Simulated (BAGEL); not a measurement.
# GePH4Cl (SMILES [PH2][GeH2][Cl]) at 4 levels

Aim: a comparison of 4 runs (HF/6-31G*, B3LYP/6-31G*, PBE0/6-31G*, RI-MP2/6-31G*) of GePH4Cl. 

Program for the calculation: BAGEL 1.2.2.

28 further runs of the same task are left out: 28 set aside as unsound or not needed.

## Step 1: The structure to begin with

The species is GePH4Cl (7 atoms), meant as a singlet with charge 0. As SMILES, `[PH2][GeH2][Cl]`. The shape comes from GFN2-xTB, which is rough for such elements, and wasn't checked as a minimum. This is one conformer, not always the lowest.

Bond lengths: P1–Ge2 2.310 Å, Ge2–Cl3 2.108 Å, P1–H4 1.390 Å, P1–H5 1.391 Å, Ge2–H6 1.526 Å, Ge2–H7 1.522 Å. Angles: P1–Ge2–Cl3 109.3°, P1–Ge2–H6 117.5°, P1–Ge2–H7 112.5°, Cl3–Ge2–H6 105.7°, Cl3–Ge2–H7 106.2°, Ge2–P1–H4 92.6°, Ge2–P1–H5 92.2°, H6–Ge2–H7 105.0°, H4–P1–H5 92.5°.

## Step 2: The energy at HF/6-31G(d) (density fitting with qzvpp-jkfit, spherical functions) (run 1)

Contents of job.json:

```json
{ "bagel": [

{
  "title": "molecule",
  "basis": "6-31gs.json",
  "df_basis": "qzvpp-jkfit",
  "angstrom": "true",
  "geometry": [
    { "atom": "P", "xyz": [   -0.848280,    0.159240,   -1.350800 ] },
    { "atom": "Ge", "xyz": [    0.627510,   -0.161770,    0.396700 ] },
    { "atom": "Cl", "xyz": [    1.884440,    1.522000,    0.563350 ] },
    { "atom": "H", "xyz": [   -1.663390,   -0.887510,   -0.937300 ] },
    { "atom": "H", "xyz": [   -1.581720,    1.096660,   -0.630550 ] },
    { "atom": "H", "xyz": [    0.036210,   -0.374130,    1.787390 ] },
    { "atom": "H", "xyz": [    1.545220,   -1.354480,    0.171220 ] }
  ]
},
{ "title": "hf" },
{ "title": "print", "file": "orbitals.molden", "orbitals": "true" }

]}
```

The basis set 6-31G* is read from a file made from the Basis Set Exchange's data (not shown).

On the command line:

```
BAGEL_NUM_THREADS=1 BAGEL job.json > job.out
```

The program printed:

```text
* using 1 threads per process

  ===============================================================
  ===============================================================

  *** Geometry ***

  { "atom" : "P", "xyz" : [     -1.603017,      0.300920,     -2.552642 ] },
  { "atom" : "Ge", "xyz" : [      1.185822,     -0.305701,      0.749654 ] },
  { "atom" : "Cl", "xyz" : [      3.561075,      2.876163,      1.064577 ] },
  { "atom" : "H", "xyz" : [     -3.143352,     -1.677151,     -1.771240 ] },
  { "atom" : "H", "xyz" : [     -2.989018,      2.072387,     -1.191567 ] },
  { "atom" : "H", "xyz" : [      0.068427,     -0.707003,      3.377678 ] },
  { "atom" : "H", "xyz" : [      2.920043,     -2.559596,      0.323559 ] },

  Number of auxiliary basis functions:      594

  Since a DF basis is specified, we compute 2- and 3-index integrals:
    o Being stored without compression. Storage requirement is 0.027 GB

  Number of basis functions:       76
  Number of electrons      :       68

    * METHOD: MOLECULE                             0.44

  *** RHF ***

  === Nuclear Repulsion ===
   346.5120747882

      * DIIS with orbital gradients will be used.

  === RHF iteration (6-31gs.json) ===
      0      -2877.58424218          0.00745071           0.16
      1      -2877.63229827          0.00312247           0.16
      2      -2877.63850772          0.00114040           0.16
      3      -2877.63942703          0.00030979           0.15
      4      -2877.63949227          0.00006271           0.11
      5      -2877.63949896          0.00001302           0.10
      6      -2877.63949928          0.00000335           0.10
      7      -2877.63949930          0.00000095           0.13
      8      -2877.63949930          0.00000025           0.12
      9      -2877.63949930          0.00000010           0.10
     10      -2877.63949930          0.00000004           0.10
     11      -2877.63949930          0.00000001           0.11
     12      -2877.63949930          0.00000000           0.16
    * SCF iteration converged.

    * Permanent dipole moment:
           (    0.742832,     0.669907,    -0.113514) a.u.

    * METHOD: HF                                   2.07

    * METHOD: PRINT                                0.02

  ===============================================================
```

It took 2.7 s on 1 thread of Intel Xeon Platinum 8375C at 2.90GHz (Ice Lake), shared host; peak memory 0.15 GiB.

## Step 3: A single-point energy at B3LYP/6-31G(d) (density fitting with qzvpp-jkfit, spherical functions) (run 2)

Contents of input.json:

```json
{ "bagel" : [

{
  "title" : "molecule",
  "basis" : "6-31gs.json",
  "df_basis" : "qzvpp-jkfit",
  "angstrom" : true,
  "geometry" : [
    { "atom" : "P", "xyz" : [   -0.848280,    0.159240,   -1.350800 ] },
    { "atom" : "Ge", "xyz" : [    0.627510,   -0.161770,    0.396700 ] },
    { "atom" : "Cl", "xyz" : [    1.884440,    1.522000,    0.563350 ] },
    { "atom" : "H", "xyz" : [   -1.663390,   -0.887510,   -0.937300 ] },
    { "atom" : "H", "xyz" : [   -1.581720,    1.096660,   -0.630550 ] },
    { "atom" : "H", "xyz" : [    0.036210,   -0.374130,    1.787390 ] },
    { "atom" : "H", "xyz" : [    1.545220,   -1.354480,    0.171220 ] }
  ]
},
{
  "title" : "ks",
  "xc_func" : "b3lyp"
},
{
  "title" : "print",
  "file" : "orbitals.molden",
  "orbitals" : true
}

]}
```

The basis set 6-31G* is read from a file made from the Basis Set Exchange's data (not shown).

On the command line:

```
BAGEL_NUM_THREADS=1 BAGEL input.json > input.out
```

The program printed:

```text
* using 1 threads per process

  ===============================================================
  ===============================================================

  *** Geometry ***

  { "atom" : "P", "xyz" : [     -1.603017,      0.300920,     -2.552642 ] },
  { "atom" : "Ge", "xyz" : [      1.185822,     -0.305701,      0.749654 ] },
  { "atom" : "Cl", "xyz" : [      3.561075,      2.876163,      1.064577 ] },
  { "atom" : "H", "xyz" : [     -3.143352,     -1.677151,     -1.771240 ] },
  { "atom" : "H", "xyz" : [     -2.989018,      2.072387,     -1.191567 ] },
  { "atom" : "H", "xyz" : [      0.068427,     -0.707003,      3.377678 ] },
  { "atom" : "H", "xyz" : [      2.920043,     -2.559596,      0.323559 ] },

  Number of auxiliary basis functions:      594

  Since a DF basis is specified, we compute 2- and 3-index integrals:
    o Being stored without compression. Storage requirement is 0.027 GB

  Number of basis functions:       76
  Number of electrons      :       68

    * METHOD: MOLECULE                             0.52

  *** Kohn-Sham DFT ***

    * Removing 11815 points whose weight is below 1.00e-10
    * Grid points: 92527

  === Nuclear Repulsion ===
   346.5120747882

       - DIIS with orbital gradients will be used.

  === KS iteration (b3lyp / 6-31gs.json) ===
      0      -2790.13601413          0.12256826           0.45
      1      -2578.58228490          0.19251108           0.53
      2      -2656.44233845          0.08962056           0.45
      3      -2625.87830924          0.17734209           0.44
      4      -2759.38409162          0.15227178           0.49
      5      -2761.46697789          0.14629709           0.46
      6      -2761.84942540          0.14581574           0.45
      7      -2760.20577731          0.16180797           0.58
      8      -2667.79510302          0.13966203           0.50
      9      -2860.25190885          0.14656346           0.44
     10      -2865.67344941          0.11940453           0.51
     11      -2879.10364144          0.06628947           0.42
     12      -2878.54120683          0.09026930           0.43
     13      -2880.28513281          0.03559885           0.43
     14      -2880.72324481          0.00485794           0.43
     15      -2880.74042656          0.00225578           0.49
     16      -2880.74611596          0.00033827           0.44
     17      -2880.74615779          0.00019314           0.48
     18      -2880.74619143          0.00002448           0.44
     19      -2880.74619191          0.00000567           0.45
     20      -2880.74619193          0.00000141           0.44
     21      -2880.74619193          0.00000064           0.56
     22      -2880.74619193          0.00000011           0.43
     23      -2880.74619193          0.00000005           0.47
     24      -2880.74619193          0.00000002           0.44
     25      -2880.74619193          0.00000001           0.46
    * SCF iteration converged.

    * Permanent dipole moment:
           (    0.712076,     0.590646,    -0.110373) a.u.

    * METHOD: KS                                  12.62

    * METHOD: PRINT                                0.02

  ===============================================================
```

It took 14 s on 1 thread of Intel Xeon Platinum 8375C at 2.90GHz (Ice Lake), shared host; peak memory 0.41 GiB.

Run 3 isn't shown in full; the table further down has it.

## Step 4: A single-point energy at RI-MP2/6-31G(d) (density fitting with qzvpp-jkfit, spherical functions) (run 4)

Contents of job.json:

```json
{ "bagel" : [

{
  "title" : "molecule",
  "basis" : "6-31gs.json",
  "df_basis" : "qzvpp-jkfit",
  "angstrom" : "true",
  "geometry" : [
    { "atom" : "P", "xyz" : [   -0.848280,    0.159240,   -1.350800 ] },
    { "atom" : "Ge", "xyz" : [    0.627510,   -0.161770,    0.396700 ] },
    { "atom" : "Cl", "xyz" : [    1.884440,    1.522000,    0.563350 ] },
    { "atom" : "H", "xyz" : [   -1.663390,   -0.887510,   -0.937300 ] },
    { "atom" : "H", "xyz" : [   -1.581720,    1.096660,   -0.630550 ] },
    { "atom" : "H", "xyz" : [    0.036210,   -0.374130,    1.787390 ] },
    { "atom" : "H", "xyz" : [    1.545220,   -1.354480,    0.171220 ] }
  ]
},
{
  "title" : "hf"
},
{
  "title" : "mp2",
  "ncore" : 19
}

]}
```

The basis set 6-31G* is read from a file made from the Basis Set Exchange's data (not shown).

On the command line:

```
BAGEL_NUM_THREADS=1 BAGEL job.json > job.out
```

The program printed:

```text
* using 1 threads per process

  ===============================================================
  ===============================================================

  *** Geometry ***

  { "atom" : "P", "xyz" : [     -1.603017,      0.300920,     -2.552642 ] },
  { "atom" : "Ge", "xyz" : [      1.185822,     -0.305701,      0.749654 ] },
  { "atom" : "Cl", "xyz" : [      3.561075,      2.876163,      1.064577 ] },
  { "atom" : "H", "xyz" : [     -3.143352,     -1.677151,     -1.771240 ] },
  { "atom" : "H", "xyz" : [     -2.989018,      2.072387,     -1.191567 ] },
  { "atom" : "H", "xyz" : [      0.068427,     -0.707003,      3.377678 ] },
  { "atom" : "H", "xyz" : [      2.920043,     -2.559596,      0.323559 ] },

  Number of auxiliary basis functions:      594

  Since a DF basis is specified, we compute 2- and 3-index integrals:
    o Being stored without compression. Storage requirement is 0.027 GB

  Number of basis functions:       76
  Number of electrons      :       68

    * METHOD: MOLECULE                             0.62

  *** RHF ***

  === Nuclear Repulsion ===
   346.5120747882

      * DIIS with orbital gradients will be used.

  === RHF iteration (6-31gs.json) ===
      0      -2877.58424218          0.00745071           0.14
      1      -2877.63229827          0.00312247           0.13
      2      -2877.63850772          0.00114040           0.11
      3      -2877.63942703          0.00030979           0.15
      4      -2877.63949227          0.00006271           0.16
      5      -2877.63949896          0.00001302           0.15
      6      -2877.63949928          0.00000335           0.10
      7      -2877.63949930          0.00000095           0.11
      8      -2877.63949930          0.00000025           0.14
      9      -2877.63949930          0.00000010           0.14
     10      -2877.63949930          0.00000004           0.14
     11      -2877.63949930          0.00000001           0.11
     12      -2877.63949930          0.00000000           0.10
    * SCF iteration converged.

    * Permanent dipole moment:
           (    0.742832,     0.669907,    -0.113514) a.u.

    * METHOD: HF                                   2.00

  *** RHF ***

  === Nuclear Repulsion ===
   346.5120747882

      * DIIS with orbital gradients will be used.

  === RHF iteration (6-31gs.json) ===
      0      -2877.63949930          0.00000000           0.10
    * SCF iteration converged.

    * Permanent dipole moment:
           (    0.742832,     0.669907,    -0.113514) a.u.

  === DF-MP2 calculation ===

    * freezing 19 orbitals
    * 3-index integral transformation done
    * assembly done

      MP2 correlation energy:   -0.4721910069      0.03

      MP2 total energy:       -2878.1116903076

    * METHOD: MP2                                  0.26

  ===============================================================
```

It took 3.3 s on 1 thread of Intel Xeon Platinum 8375C at 2.90GHz (Ice Lake), shared host; peak memory 0.15 GiB.

## Step 5: All runs side by side

```
run                                                                  level  frozen core orbitals   energy (Eh)  dipole moment (D)  HOMO energy (eV)  LUMO energy (eV)  wall time
  1      HF/6-31G* (density fitting with qzvpp-jkfit, spherical functions)                     –  -2877.639499               2.56            -10.45              2.96      2.7 s
  2   B3LYP/6-31G* (density fitting with qzvpp-jkfit, spherical functions)                     –  -2880.746192               2.37             -7.60             -0.47       14 s
  3    PBE0/6-31G* (density fitting with qzvpp-jkfit, spherical functions)                     –  -2880.123711               2.43             -7.87             -0.23       13 s
  4  RI-MP2/6-31G* (density fitting with qzvpp-jkfit, spherical functions)                    19  -2878.111690                  –                 –                 –      3.3 s
```

## Step 6: Outcome

| quantity | value |
| --- | --- |
| run 4: total energy | -2878.11169 Eh |
| run 4: correlation energy (19 core orbitals frozen) | -472.2 mEh |

**Reading.** Over runs 1, 2, 3 the dipole moment (its size) runs from 2.37 D (B3LYP/6-31G*) to 2.56 D (HF/6-31G*). Over runs 1, 2, 3 the HOMO–LUMO gap runs from 7.13 eV (B3LYP/6-31G*) to 13.42 eV (HF/6-31G*). Exact exchange widens orbital gaps. Totals of different functionals can't be ranked against each other. All runs together took 32 s, the longest 14 s.
